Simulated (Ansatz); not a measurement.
# CH7AlN2: the cost of one run

Program: Ansatz 0.2.0. Level of theory: RKS PBE0/def2-SVP. These are calculated values, not measurements.

1 further run of the same task is left out (it didn't finish).

## (1) Starting point

Bond lengths: N1–C2 1.407 Å, C2–N3 1.440 Å, N3–Al4 1.957 Å, N1–H5 1.105 Å, N1–H6 1.066 Å, C2–H7 1.135 Å, C2–H8 1.078 Å, N3–H9 1.106 Å, Al4–H10 1.525 Å, Al4–H11 1.646 Å. Angles (14 of 15 angles, heavy atoms first): N1–C2–N3 108.0°, C2–N3–Al4 111.4°, N1–C2–H7 108.7°, N1–C2–H8 111.7°, N3–C2–H7 110.0°, N3–C2–H8 110.1°, C2–N1–H5 107.5°, C2–N1–H6 111.0°, C2–N3–H9 108.8°, Al4–N3–H9 103.6°, N3–Al4–H10 122.0°, N3–Al4–H11 115.6°, H7–C2–H8 108.3°, H5–N1–H6 101.5°.

As a file:

```xyz
11

N    -0.8532    1.7309    0.2188
C    -0.3154    0.5482   -0.3223
N     0.1719   -0.2577    0.7671
Al    1.0353   -1.8891    0.1162
H    -1.2447    2.3320   -0.6213
H    -1.7440    1.5288    0.7678
H     0.5399    0.8218   -1.0166
H    -1.0497   -0.0007   -0.8892
H     0.9915    0.2850    1.2739
H     2.1577   -1.8540   -0.9156
H     0.3761   -3.3022    0.6420
```

## (2) Relaxing end A

input.yaml reads:

```yaml
crystal:
  periodic: [false, false, false]
  atoms:
    - { symbol: "N", position_ang: [-0.8532, 1.7309, 0.2188] }
    - { symbol: C, position_ang: [-0.3154, 0.5482, -0.3223] }
    - { symbol: "N", position_ang: [0.1719, -0.2577, 0.7671] }
    - { symbol: Al, position_ang: [1.0353, -1.8891, 0.1162] }
    - { symbol: H, position_ang: [-1.2447, 2.332, -0.6213] }
    - { symbol: H, position_ang: [-1.744, 1.5288, 0.7678] }
    - { symbol: H, position_ang: [0.5399, 0.8218, -1.0166] }
    - { symbol: H, position_ang: [-1.0497, -0.0007, -0.8892] }
    - { symbol: H, position_ang: [0.9915, 0.285, 1.2739] }
    - { symbol: H, position_ang: [2.1577, -1.854, -0.9156] }
    - { symbol: H, position_ang: [0.3761, -3.3022, 0.642] }
basis:
  gaussian: { orbitals: def2-SVP }
hamiltonian:
  xc: pbe0
relax:
  f_tol: 0.015
  max_steps: 40
```

Command:

```
> ansatz run input.yaml --threads 2 --pin off --max-ram 3072MiB --backend cpu --events-out ev --progress --plain --runs-dir out
```

**Question.** How long does this run take on 2 threads of Intel Xeon Platinum 8488C (Sapphire Rapids), shared host, and how much memory does it need?

About 29 s, with a peak of 0.2 GiB.
